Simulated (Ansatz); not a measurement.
# BC5, space group P3m1: a relaxation of cell and ions

Program: Ansatz's Python interface.

Interactive session:
```pycon
>>> import json
>>> import ansatz as az
>>> from ase import Atoms
>>> from ase.io import write
>>> from ase.neighborlist import neighbor_list
>>> import numpy as np
>>> def edges_and_angles(cell):
...     cell = np.asarray(cell)
...     a, b, c = np.linalg.norm(cell, axis=1)
...     cosines = cell[1] @ cell[2] / (b * c), cell[0] @ cell[2] / (a * c), cell[0] @ cell[1] / (a * b)
...     return (a, b, c, *np.degrees(np.arccos(cosines)))
...
>>> lattice = az.Lattice.of(
...     [2.5516, 0.0, 0.0],
...     [-1.2758, 2.2097, 0.0],
...     [0.0, 0.0, 6.3997],
... )
>>> sites = [
...     ("B", [1 / 3, 2 / 3, 0.0076]),
...     ("C", [1 / 3, 2 / 3, 0.2595]),
...     ("C", [2 / 3, 1 / 3, 0.339]),
...     ("C", [0.0, 0.0, 0.6646]),
...     ("C", [2 / 3, 1 / 3, 0.5814]),
...     ("C", [0.0, 0.0, 0.8989]),
... ]
>>> system = az.Crystal(lattice=lattice)
>>> for symbol, position in sites:
...     system = system.atom(symbol, position)
...
>>> system.resolved().sites[-1]
Site(symbol='C', position=(0.0, 0.0, 0.8989), moment=None, axis=None, held=None, saved=None)
>>> # every cell quantity that the symmetry leaves free
>>> model = system.calculation()
>>> model = model.functional("pbe", dispersion="d4")
>>> model = model.pseudopotentials("nc")
>>> model = model.kpoints(mesh=(10, 10, 4), shift=0.5)
>>> model = model.occupations("methfessel_paxton", width=0.3).mixing("broyden", preconditioner="kerker_dos")
>>> model = model.eigensolver("davidson")
>>> model = model.scf(max_iterations=80).relax(max_steps=100, cell=True, stress_tolerance=0.05)
>>> done = model.run(threads=1, events_out="bc5.ndjson")
DeckWarning: 4 symmetry operations that the atoms keep within the bar at which the run's group was sought (crystal.symmetry.tolerance 1.0e-5, or twice it) were not taken beside the 2 unitary ones that the detection took (of a slab, those that keep its plane). If the more symmetric cell is meant, write the vectors of [...]
DeckWarning: basis.ecutwfc = 1116 eV, auto-derived from the records' recommended cutoffs: set by B (normal level)
DeckWarning: crystal.symmetry: narrowed to the stabiliser of the k-point mesh — unitary ops 2 → 1; excluded 1 operation that carries a point of the 10×10×4 mesh (shift [0.5, 0.5, 0.5]) off the mesh (the run samples exactly the mesh kpoints.mp_grid names, as under crystal.symmetry.detect: false, and its converged state [...]
>>> with open("bc5.ndjson") as stream:
...     events = [json.loads(line) for line in stream]
...
>>> steps = [e["data"] for e in events if e["event"] == "relax_step"]
>>> rep = done.report
>>> rep["published_state_doubts"]
[]
>>> for s in steps:
...     flag = "" if s["accepted"] else "  (rejected)"
...     print("step %2d  E = %.5f eV  largest force component = %.4f eV/A%s" % (s["step"], s["lagrangian_ev"], s["allowed_force_max_ev_ang"], flag))
...
step  1  E = -901.02472 eV  largest force component = 0.1906 eV/A
step  2  E = -901.03263 eV  largest force component = 0.1498 eV/A
step  3  E = -901.03469 eV  largest force component = 0.0699 eV/A
step  4  E = -901.03491 eV  largest force component = 0.0365 eV/A
step  5  E = -901.03496 eV  largest force component = 0.0163 eV/A
step  6  E = -901.03497 eV  largest force component = 0.0011 eV/A
step  7  E = -901.03494 eV  largest force component = 0.0011 eV/A
>>> first, last = steps[0], steps[-1]
>>> symbols = [site.symbol for site in done.lattice.sites]
>>> print(f"energy gained {first['lagrangian_ev'] - last['lagrangian_ev']:.4f} eV in {len(steps) - 1} steps")
energy gained 0.0102 eV in 6 steps
>>> for label, vectors in (("before", first["cell_ang"]), ("after", done.lattice.cell_ang)):
...     print(label, "a b c (A) {:.4f} {:.4f} {:.4f}  angles {:.2f} {:.2f} {:.2f}".format(*edges_and_angles(vectors)), f" V = {abs(np.linalg.det(vectors)):.3f} A^3")
...
before a b c (A) 2.5516 2.5516 6.3997  angles 90.00 90.00 120.00  V = 36.083 A^3
after a b c (A) 2.5407 2.5407 6.3629  angles 90.02 89.98 119.96  V = 35.584 A^3
>>> print("final stress xx yy zz (GPa, compression positive):", np.round(np.diag(rep["stress_gpa"]), 3) + 0.0)
final stress xx yy zz (GPa, compression positive): [-0.015 -0.009 -0.005]
>>> print("relaxed fractional positions")
relaxed fractional positions
>>> for site in done.lattice.sites:
...     print(f"  {site.symbol:2s}", " ".join(f"{v % 1:8.5f}" for v in np.round(site.position_frac, 5)))
...
  B   0.33366  0.66634  0.00665
  C   0.33324  0.66676  0.26001
  C   0.66674  0.33326  0.33836
  C   0.99996  0.00004  0.66421
  C   0.66649  0.33351  0.58192
  C   0.99992  0.00008  0.89985
>>> relaxed = Atoms(symbols, positions=[site.position_ang for site in done.lattice.sites], cell=done.lattice.cell_ang, pbc=True)
>>> write("relaxed.vasp", relaxed, format="vasp")
>>> final = Atoms(symbols, positions=last["positions_ang"], cell=done.lattice.cell_ang, pbc=True)
>>> i, j, d = neighbor_list("ijd", final, 4.5)
>>> print("neighbours within 1.15 times the shortest distance of each atom (A)")
neighbours within 1.15 times the shortest distance of each atom (A)
>>> for atom in range(len(final)):
...     near = [m for m in np.argsort(d) if i[m] == atom]
...     shell = [m for m in near if d[m] < 1.15 * d[near[0]]]
...     print(f"{symbols[atom]}{atom} ({len(shell)}):", ", ".join(f"{symbols[j[m]]} {d[m]:.3f}" for m in shell))
...
B0 (4): C 1.612, C 1.616, C 1.616, C 1.618
C1 (4): C 1.549, C 1.549, C 1.550, B 1.612
C2 (4): C 1.549, C 1.549, C 1.550, C 1.550
C3 (4): C 1.499, C 1.558, C 1.558, C 1.558
C4 (4): C 1.550, C 1.558, C 1.558, C 1.558
C5 (4): C 1.499, B 1.616, B 1.616, B 1.618
>>> change = np.array(last["positions_ang"]) @ np.linalg.inv(last["cell_ang"]) - np.array(first["positions_ang"]) @ np.linalg.inv(first["cell_ang"])
>>> moved = np.linalg.norm(change @ np.array(last["cell_ang"]), axis=1)
>>> print("displacement within the cell, strain taken out (A):", " ".join(f"{s}:{d:.3f}" for s, d in zip(symbols, moved)))
displacement within the cell, strain taken out (A): B:0.006 C:0.003 C:0.004 C:0.003 C:0.003 C:0.006
>>> energy = rep["free_energy_ev"]
>>> print("BC5: {:.6f} eV = {:.6f} Ry = {:.6f} Ha".format(energy, energy / 13.605693, energy / 27.211386))
BC5: -901.034945 eV = -66.224848 Ry = -33.112424 Ha
>>> print("Fermi level {:.4f} eV, {} k-points, {} symmetry operations".format(rep["fermi_energy_ev"], rep["n_kpoints"], rep["n_symmetry_ops"]))
Fermi level 11.4948 eV, 200 k-points, 1 symmetry operations
>>> image = Atoms([s.symbol for s in done.lattice.sites], positions=[s.position_ang for s in done.lattice.sites], cell=done.lattice.cell_ang, pbc=True)
>>> write("final.extxyz", image)
```

`final.extxyz`, as written:
```text
6
Lattice="2.540683501275456 0.0008701790701120831 0.0003327886924665414 -1.2695881706521397 2.200731613378821 -0.00033298743005068 0.0008346714983454009 -0.000482484390870378 6.362898849992991" Properties=species:S:1:pos:R:3 pbc="T T T"
B        0.00177055       1.46671177       0.04219015
C        0.00034501       1.46753504       1.65433394
C        1.27116611       0.73382625       2.15307323
C        0.00038475      -0.00022249       4.22627560
C        1.27039129       0.73427332       3.70279833
C        0.00042914      -0.00024763       5.72566309
```

File `relaxed.vasp` afterwards:
```text
B  C
 1.0000000000000000
     2.5406835012754558    0.0008701790701121    0.0003327886924665
    -1.2695881706521397    2.2007316133788208   -0.0003329874300507
     0.0008346714983454   -0.0004824843908704    6.3628988499929910
 B   C
   1   5
Cartesian
  0.0017705502084690  1.4667117687027758  0.0421901545186396
  0.0003450064949877  1.4675350409532835  1.6543339355730158
  1.2711661067385254  0.7338262471100218  2.1530732270919195
  0.0003847539163948 -0.0002224857163157  4.2262755975048858
  1.2703912863738520  0.7342733247165381  3.7027983332954939
  0.0004291388063514 -0.0002476254277218  5.7256630908715955
```

Caveats:
- The settings weren't tested for convergence.
- Dispersion corrections can be off by several per cent in the lattices of metals, and by several GPa in the pressure at a fixed cell.
- The mesh is modest for a metal, so energies can be off by several to tens of meV an atom and pressures by half a GPa or more; differences at equal mesh fare better.
- The zero of the levels is a convention of the potentials, so an absolute Fermi energy is no work function.
- Energies along a relaxation are free energies. Rows at an unchanged volume are solved on a plane-wave basis chosen afresh for that cell, so the energy jumps there and such rows are no steps of the walk.
- This cell is a computed structure, which may not be the phase found in nature.
- Warnings are shown shortened and without file and line.
- It ran for 3.1 min on 1 thread of Intel(R) Xeon(R) Platinum 8488C (Sapphire Rapids) (shared host), peak memory 0.64 GiB.

(Lines on the test bed's own set-up are left out of the output.)
